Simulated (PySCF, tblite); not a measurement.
# ethylgermane (C2H8Ge): dynamics, then NMR shifts and electronic excitations on frames, part 2 of 2

tblite 0.8.0 and PySCF 2.14.0. Atoms count from 0.

**9. NMR shieldings: 800 fs, PBE0/pcSseg-1**

Job settings and geometry (Å):

```
{"job": {"kind": "nmr", "xc": "PBE0", "basis": "pcSseg-1", "pop": false}, "charge": 0, "multiplicity": 1}
C     -0.159200    -1.772300     1.784400
C     -0.061900    -0.737200     0.694400
Ge    -0.114500    -1.498000    -1.153300
H      0.085700    -1.181800     2.685500
H     -1.194000    -2.175300     1.859000
H      0.559100    -2.627600     1.668100
H     -0.816600     0.150200     0.754400
H      0.848500    -0.213200     0.739400
H      1.362000    -1.850800    -1.386200
H     -0.485600    -0.585400    -2.289100
H     -0.903300    -2.756500    -1.601000
```

With the program's defaults for keys left out, this is: GIAO PBE0/pcSseg-1 NMR shielding, non-relativistic, gas phase.

The log of the run:

```text
coarse grid: 37552 points
cycle   1  E = -2157.3501451525  dE = -7.509e-01  |g| = 8.603e-01  |ddm| = 2.800e+00
cycle   2  E = -2157.3250299195  dE =  2.512e-02  |g| = 8.679e-01  |ddm| = 7.978e-01
cycle   3  E = -2157.4028557492  dE = -7.783e-02  |g| = 9.386e-02  |ddm| = 5.331e-01
cycle   4  E = -2157.4044501551  dE = -1.594e-03  |g| = 3.331e-02  |ddm| = 9.686e-02
cycle   5  E = -2157.4047229470  dE = -2.728e-04  |g| = 3.862e-03  |ddm| = 2.808e-02
cycle   6  E = -2157.4047261915  dE = -3.245e-06  |g| = 5.715e-04  |ddm| = 4.775e-03
final grid: 78432 points
cycle   7  E = -2157.4047510421  dE = -4.474e-08  |g| = 6.027e-04  |ddm| = 1.508e-03
cycle   8  E = -2157.4047510324  dE =  9.694e-09  |g| = 7.788e-04  |ddm| = 1.170e-03
cycle   9  E = -2157.4047511123  dE = -7.989e-08  |g| = 5.537e-05  |ddm| = 5.164e-04
cycle  10  E = -2157.4047511132  dE = -8.758e-10  |g| = 9.183e-06  |ddm| = 7.248e-05
converged SCF energy = -2157.4047511132

GIAO shielding tensors (ppm)
atom      isotropic    diamagn.    paramagn.     s11        s22        s33       span
  0 C      169.914     245.531     -75.617    158.200    168.718    182.825     24.625
  1 C      174.407     252.264     -77.857    165.530    170.118    187.575     22.045
  2 Ge    1581.381    2755.858   -1174.477   1452.070   1561.027   1731.045    278.976
  3 H       29.185      27.528       1.657     23.194     27.115     37.245     14.051
  4 H       29.682      27.521       2.161     25.346     27.739     35.961     10.615
  5 H       29.502      27.422       2.080     25.125     28.330     35.052      9.927
  6 H       28.760      30.560      -1.800     23.613     27.140     35.526     11.913
  7 H       31.309      34.499      -3.190     26.254     29.997     37.675     11.421
  8 H       27.816      29.236      -1.420     21.174     23.476     38.800     17.626
  9 H       28.027      29.654      -1.627     21.416     22.554     40.110     18.693
 10 H       27.396      28.116      -0.720     21.445     22.674     38.069     16.624
```

Run time: 13 s. Hardware: 1 thread of Intel Xeon Platinum 8488C, shared host; peak memory 0.55 GiB.

In short: δ C0 17.0, C1 12.5, Ge2 -250, H10 4.32, H8 3.90 ppm.

**10. Excited states and response: 800 fs, PBE0/def2-SVPD**

Settings changed since step 9:

```diff
@@ -1,2 +1,2 @@
-{"job": {"kind": "nmr", "xc": "PBE0", "basis": "pcSseg-1", "pop": false}, "charge": 0, "multiplicity": 1}
+{"job": {"kind": "uv", "xc": "PBE0", "basis": "def2-SVPD", "nstates": 5, "ntriplets": 0}, "charge": 0, "multiplicity": 1}
 C     -0.159200    -1.772300     1.784400
```

With the program's defaults for keys left out, this is: TDDFT PBE0/def2-SVPD, vertical, gas phase, core orbitals frozen in the response.

The log of the run:

```text
coarse grid: 37552 points
cycle   1  E = -2157.2919393065  dE = -7.014e-01  |g| = 4.280e-01  |ddm| = 3.531e+00
cycle   2  E = -2157.2783396856  dE =  1.360e-02  |g| = 4.986e-01  |ddm| = 8.165e-01
cycle   3  E = -2157.3215002742  dE = -4.316e-02  |g| = 3.739e-02  |ddm| = 5.069e-01
cycle   4  E = -2157.3218650730  dE = -3.648e-04  |g| = 1.603e-02  |ddm| = 6.201e-02
cycle   5  E = -2157.3219225259  dE = -5.745e-05  |g| = 2.525e-03  |ddm| = 1.891e-02
cycle   6  E = -2157.3219242901  dE = -1.764e-06  |g| = 2.520e-04  |ddm| = 5.085e-03
final grid: 78432 points
cycle   7  E = -2157.3219423496  dE = -4.196e-08  |g| = 2.584e-04  |ddm| = 3.521e-03
cycle   8  E = -2157.3219423462  dE =  3.408e-09  |g| = 2.913e-04  |ddm| = 7.283e-04
cycle   9  E = -2157.3219423681  dE = -2.190e-08  |g| = 1.825e-05  |ddm| = 3.399e-04
cycle  10  E = -2157.3219423682  dE = -7.685e-11  |g| = 5.046e-06  |ddm| = 3.111e-05
converged SCF energy = -2157.3219423682

Static polarisability (au): isotropic 60.110, principal 53.567 56.658 70.106

Singlet excitations
state   eV       nm        f      main configurations
  1   7.2925    170.0   0.02319   H->L 0.98
  2   7.7771    159.4   0.09722   H->L+1 0.86
  3   7.9768    155.4   0.01170   H-1->L 0.79
  4   8.0920    153.2   0.00925   H-2->L 0.78, H->L+2 0.11
  5   8.2318    150.6   0.10173   H->L+2 0.66, H-2->L 0.12
```

It took 16 s on 1 thread of Intel Xeon Platinum 8488C, shared host; peak memory 0.61 GiB.

In short: HOMO -8.17 eV, LUMO 0.30 eV; lowest singlet 7.29 eV.

**11. Nuclear shieldings: 1000 fs, PBE0/pcSseg-1**

Job settings and geometry (Å):

```
{"job": {"kind": "nmr", "xc": "PBE0", "basis": "pcSseg-1", "pop": false}, "charge": 0, "multiplicity": 1}
C     -0.525400    -1.594600     1.461400
C     -1.331800    -0.951000     0.378600
Ge    -0.603000    -1.666700    -1.282500
H     -1.020600    -1.384000     2.494000
H     -0.599100    -2.697200     1.355200
H      0.607500    -1.283200     1.555900
H     -2.432900    -0.875700     0.634300
H     -1.099700     0.126400     0.434600
H      0.261900    -0.638800    -1.902500
H     -1.671700    -1.775700    -2.422600
H      0.137400    -2.927500    -0.960100
```

With the program's defaults for keys left out, this is: GIAO PBE0/pcSseg-1 NMR shielding, non-relativistic, gas phase.

The log of the run:

```text
coarse grid: 37552 points
cycle   1  E = -2157.3411896099  dE = -7.230e-01  |g| = 8.657e-01  |ddm| = 2.803e+00
cycle   2  E = -2157.3148565293  dE =  2.633e-02  |g| = 8.760e-01  |ddm| = 8.207e-01
cycle   3  E = -2157.3959559000  dE = -8.110e-02  |g| = 8.874e-02  |ddm| = 5.337e-01
cycle   4  E = -2157.3973958811  dE = -1.440e-03  |g| = 3.225e-02  |ddm| = 9.010e-02
cycle   5  E = -2157.3976373095  dE = -2.414e-04  |g| = 3.546e-03  |ddm| = 2.691e-02
cycle   6  E = -2157.3976399189  dE = -2.609e-06  |g| = 5.878e-04  |ddm| = 4.375e-03
final grid: 78432 points
cycle   7  E = -2157.3976013616  dE = -6.074e-08  |g| = 5.960e-04  |ddm| = 1.574e-03
cycle   8  E = -2157.3976013626  dE = -9.877e-10  |g| = 7.541e-04  |ddm| = 1.126e-03
cycle   9  E = -2157.3976014260  dE = -6.342e-08  |g| = 5.443e-05  |ddm| = 4.749e-04
cycle  10  E = -2157.3976014269  dE = -8.868e-10  |g| = 4.418e-06  |ddm| = 7.277e-05
converged SCF energy = -2157.3976014269

GIAO shielding tensors (ppm)
atom      isotropic    diamagn.    paramagn.     s11        s22        s33       span
  0 C      157.832     244.311     -86.479    147.004    152.919    173.573     26.569
  1 C      182.004     253.740     -71.736    166.969    181.975    197.067     30.097
  2 Ge    1537.414    2756.443   -1219.029   1370.045   1521.471   1720.724    350.678
  3 H       28.163      26.599       1.564     23.050     25.774     35.665     12.615
  4 H       29.677      28.256       1.420     24.953     28.863     35.214     10.261
  5 H       28.259      28.098       0.161     24.533     25.978     34.265      9.732
  6 H       29.424      29.283       0.141     24.228     27.002     37.043     12.814
  7 H       30.211      33.720      -3.509     26.113     27.638     36.881     10.768
  8 H       28.068      30.203      -2.135     21.344     23.082     39.777     18.433
  9 H       26.945      27.710      -0.766     20.953     22.030     37.850     16.897
 10 H       28.227      29.423      -1.196     21.801     24.082     38.799     16.997
```

Run time: 13 s. Hardware: 1 thread of Intel Xeon Platinum 8488C, shared host; peak memory 0.55 GiB.

In short: δ C0 29.1, C1 4.9, Ge2 -206, H9 4.77, H8 3.65 ppm.

**12. Excited states and response: 1000 fs, PBE0/def2-SVPD**

Settings changed since step 11:

```diff
@@ -1,2 +1,2 @@
-{"job": {"kind": "nmr", "xc": "PBE0", "basis": "pcSseg-1", "pop": false}, "charge": 0, "multiplicity": 1}
+{"job": {"kind": "uv", "xc": "PBE0", "basis": "def2-SVPD", "nstates": 5, "ntriplets": 0}, "charge": 0, "multiplicity": 1}
 C     -0.525400    -1.594600     1.461400
```

Method: TDDFT PBE0/def2-SVPD, vertical, gas phase, core orbitals frozen in the response.

The log of the run:

```text
coarse grid: 37552 points
cycle   1  E = -2157.2833614341  dE = -6.731e-01  |g| = 4.395e-01  |ddm| = 3.451e+00
cycle   2  E = -2157.2672955975  dE =  1.607e-02  |g| = 5.173e-01  |ddm| = 8.397e-01
cycle   3  E = -2157.3150229299  dE = -4.773e-02  |g| = 3.613e-02  |ddm| = 5.050e-01
cycle   4  E = -2157.3153347217  dE = -3.118e-04  |g| = 1.595e-02  |ddm| = 5.758e-02
cycle   5  E = -2157.3153863610  dE = -5.164e-05  |g| = 2.179e-03  |ddm| = 1.636e-02
cycle   6  E = -2157.3153876513  dE = -1.290e-06  |g| = 2.422e-04  |ddm| = 4.597e-03
final grid: 78432 points
cycle   7  E = -2157.3153517156  dE = -5.100e-08  |g| = 1.945e-04  |ddm| = 4.710e-03
cycle   8  E = -2157.3153517176  dE = -2.022e-09  |g| = 2.044e-04  |ddm| = 6.199e-04
cycle   9  E = -2157.3153517272  dE = -9.514e-09  |g| = 2.334e-05  |ddm| = 2.574e-04
cycle  10  E = -2157.3153517273  dE = -1.419e-10  |g| = 3.800e-06  |ddm| = 3.765e-05
converged SCF energy = -2157.3153517273

Static polarisability (au): isotropic 59.192, principal 52.418 56.382 68.777

Singlet excitations
state   eV       nm        f      main configurations
  1   7.4969    165.4   0.00690   H->L 0.96
  2   7.9211    156.5   0.00936   H->L+2 0.60, H-1->L 0.29
  3   8.0513    154.0   0.10784   H->L+1 0.79
  4   8.0735    153.6   0.03631   H-1->L 0.62, H->L+2 0.26
  5   8.3111    149.2   0.09415   H->L+3 0.73, H-1->L+1 0.14
```

Wall time 15 s (1 thread of Intel Xeon Platinum 8488C, shared host); peak memory 0.61 GiB.

This run: HOMO -8.25 eV, LUMO 0.43 eV; lowest singlet 7.50 eV.

**13. Side by side: NMR shifts**

Shifts (ppm) of some atoms, chosen among heavy atoms and hydrogens apart, with basis size and wall time:

| frame | C1 | C0 | H6 | H5 | H4 | H3 | Ge2 | functions | time |
| --- | --- | --- | --- | --- | --- | --- | --- | --- | --- |
| 250 fs | 5.3 | 2.5 | 0.67 | -0.28 | -0.82 | -1.18 | -248 | 115 | 14 s |
| 425 fs | 8.4 | 24.8 | -0.72 | 2.32 | 2.70 | 3.55 | -205 | 115 | 11 s |
| 625 fs | 5.1 | 20.1 | 2.28 | 1.95 | 1.81 | 3.52 | -247 | 115 | 11 s |
| 800 fs | 12.5 | 17.0 | 2.96 | 2.21 | 2.03 | 2.53 | -250 | 115 | 13 s |
| 1000 fs | 4.9 | 29.1 | 2.29 | 3.46 | 2.04 | 3.55 | -206 | 115 | 13 s |

**14. Side by side: electronic excitations**

Excitations and ground-state properties, with basis size and wall time:

| frame | lowest singlet (eV) | brightest (eV) | f | gap (eV) | α (Å³) | μ (D) | functions | time |
| --- | --- | --- | --- | --- | --- | --- | --- | --- |
| 250 fs | 7.72 | 8.21 | 0.129 | 8.92 | 8.24 | 1.03 | 142 | 17 s |
| 425 fs | 7.36 | 7.76 | 0.297 | 8.52 | 8.85 | 0.74 | 142 | 8.2 s |
| 625 fs | 7.75 | 8.23 | 0.084 | 8.89 | 8.73 | 1.14 | 142 | 16 s |
| 800 fs | 7.29 | 8.23 | 0.102 | 8.48 | 8.91 | 1.28 | 142 | 16 s |
| 1000 fs | 7.50 | 8.05 | 0.108 | 8.69 | 8.77 | 0.80 | 142 | 15 s |

**15. Summary of results**

This closing draws on all 2 parts.

| quantity | value |
| --- | --- |
| thermostat | 600 K |
| mean temperature, second half | 599 K |
| mean potential energy above the minimum | 0.68 eV |
| ¹³C shifts against TMS (PBE0/pcSseg-1, 250 fs) | 5.3, 2.5 ppm |
| ¹H shifts against TMS (PBE0/pcSseg-1, 250 fs) | 3.59, 3.08, 2.47, 2.29, 0.67, -0.28, -0.82, -1.18 ppm |
| ⁷³Ge shifts against GeMe4 (PBE0/pcSseg-1, 250 fs) | -248 ppm |
| lowest singlet (PBE0/def2-SVPD, 250 fs) | 7.72 eV (161 nm), f = 0.018 |
| brightest single state of those computed | state 3, 8.21 eV, f = 0.129 |
| range of the shift of Ge2 | -250 to -205 ppm |
| range of the lowest singlet | 7.29 to 7.75 eV |

**Reading.** In the second half the potential energy averages 0.68 eV above the minimum; equipartition over 27 harmonic modes at 600 K would give 0.70 eV. With 11 atoms the temperature swings widely (312 to 1065 K). Shifts at one fixed geometry are not the observed spectrum, which averages over the motion. In the first frame run (250 fs): The widest tensor belongs to Ge2: span 290 ppm, with a paramagnetic part of -1178 ppm. The first singlet state (HOMO→LUMO 0.97) lies at 7.72 eV and is weak; of the 5 states computed, the strongest absorption comes from states 2 to 3 together at 8.21 eV. In ppm, Ge2 moves most: its shift spreads over 46 ppm, from -250 (800 fs) to -205 (425 fs). The lowest singlet runs from 7.29 eV (800 fs) to 7.75 eV (625 fs), while the orbital gap spans 8.48 to 8.92 eV. The lowest state need not be the same one in every run. Spin-orbit coupling is left out, which matters for shieldings and couplings at and beside the heavy atoms.
